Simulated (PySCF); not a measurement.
# C3H10BP: the cost of one run

The runs use PySCF 2.14.0, with density-fitted response routines of our own; the level of theory stands in each step. All values are computed, except where a source is named. Atoms count from 0, in the outputs and in this text.

### 1 The starting structure

15 atoms, charge 0, multiplicity 1; geometry from: PBE0-D3(BJ)/def2-SVP.

Bonds of the start (Å): C0–C1 1.52, C1–B2 1.58, B2–C3 1.57, B2–P4 1.91, C0–H5 1.10, C0–H6 1.10, C0–H7 1.10, C1–H8 1.11, C1–H9 1.11, C3–H10 1.10, C3–H11 1.10, C3–H12 1.11, P4–H13 1.42, P4–H14 1.42.

### 2 Excited states and response: HF/def2-SVPD

Job settings and geometry (Å):

```
{"job": {"kind": "uv", "xc": "HF", "basis": "def2-SVPD", "ip": true}, "charge": 0, "multiplicity": 1}
C     -1.804844     0.846004    -0.001095
C     -0.798328    -0.214616    -0.425218
B      0.744718     0.068323    -0.285097
C      1.764907    -1.115421    -0.471859
P      1.386690     1.750412     0.345775
H     -1.680436     1.118557     1.059346
H     -2.844130     0.507024    -0.131736
H     -1.689292     1.771205    -0.587349
H     -1.002706    -1.175608     0.085598
H     -0.934204    -0.467167    -1.497390
H      1.417183    -1.853947    -1.212275
H      2.794841    -0.817332    -0.716772
H      1.809578    -1.653895     0.494270
H      2.552011     1.911628    -0.452998
H      0.547328     2.667480    -0.343620
```

Level: TDDFT HF/def2-SVPD, vertical, gas phase, core orbitals frozen in the response.

Started as:

```console
> OMP_NUM_THREADS=1 python probes_run.py task.json out
```

One launch serves the whole session: the jobs run in the order shown.

Q: Estimate the wall time and peak memory of this first job on 1 thread of Arm Neoverse V1, shared host.

About 13 s, with a peak of 0.71 GiB.
